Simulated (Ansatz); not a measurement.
Run this with Ansatz 0.2.0 through its Python package and show what comes out.

The script reads `albrh3n.xyz`:
```text
6

N    -0.82760    0.07670   -0.80390
Al    0.32150   -0.15110    0.64450
Br    1.47560   -2.19430    0.83030
H    -1.16360    1.10860   -0.73690
H    -0.30180    0.07330   -1.70610
H     0.53800    1.02280    1.72590
```

`run_relaxed_scan.py`
```python
"""Relaxed scan of one distance in AlBrH3N."""

import ansatz as az
import numpy as np

molecule = az.Crystal.molecule_from_extxyz("albrh3n.xyz")

setup = (
    molecule.calculation()
    .basis(gaussian="def2-SVP")
    .functional("pbe0")
)
symbols = [site.symbol for site in molecule.cartesian_sites]
pairs = [(0, 1), (0, 3), (0, 4), (1, 2), (1, 5)]
print("held (A)   E (eV)        ", "  ".join(f"{symbols[i]}{i}-{symbols[j]}{j}" for i, j in pairs))
for length in [0.96, 1.04, 1.13, 1.25, 1.41]:
    data = setup.relax(constraints=[az.DistanceConstraint((0, 4), at=length)], force_tolerance=0.02, max_steps=60).run(threads=1).report
    xyz = np.array(data["positions_ang"])
    print(f"{length:6.2f} {data['free_energy_ev']:14.5f}  ", "  ".join(f"{np.linalg.norm(xyz[i] - xyz[j]):.3f}" for i, j in pairs))
```

Output of `python run_relaxed_scan.py`:
```text
held (A)   E (eV)         N0-Al1  N0-H3  N0-H4  Al1-Br2  Al1-H5
DeckWarning: relax.constraints: the input's atoms, or those drawn, lie off the distances that are held; a relaxation that starts there is brought onto them ahead of its first SCF, by positions alone, [...]
  0.96   -78160.07795   1.764  1.014  0.960  2.262  1.575
  1.04   -78160.13931   1.763  1.014  1.040  2.262  1.575
  1.13   -78159.90932   1.762  1.014  1.130  2.262  1.574
  1.25   -78159.34594   1.760  1.014  1.250  2.262  1.575
  1.41   -78158.42787   1.757  1.014  1.410  2.262  1.575
```
(Warnings from the package without file and line, shortened, repeats left out.)

Reading the output:
- Total energies depend on the basis set; only differences at equal settings carry meaning.
- The energies are electronic: no zero-point or thermal terms, and the basis set is short of its limit.
- Run time: 47 s on 1 thread of AMD EPYC 9R45 96-Core Processor (Zen 5) (shared host), peak memory 0.24 GiB.
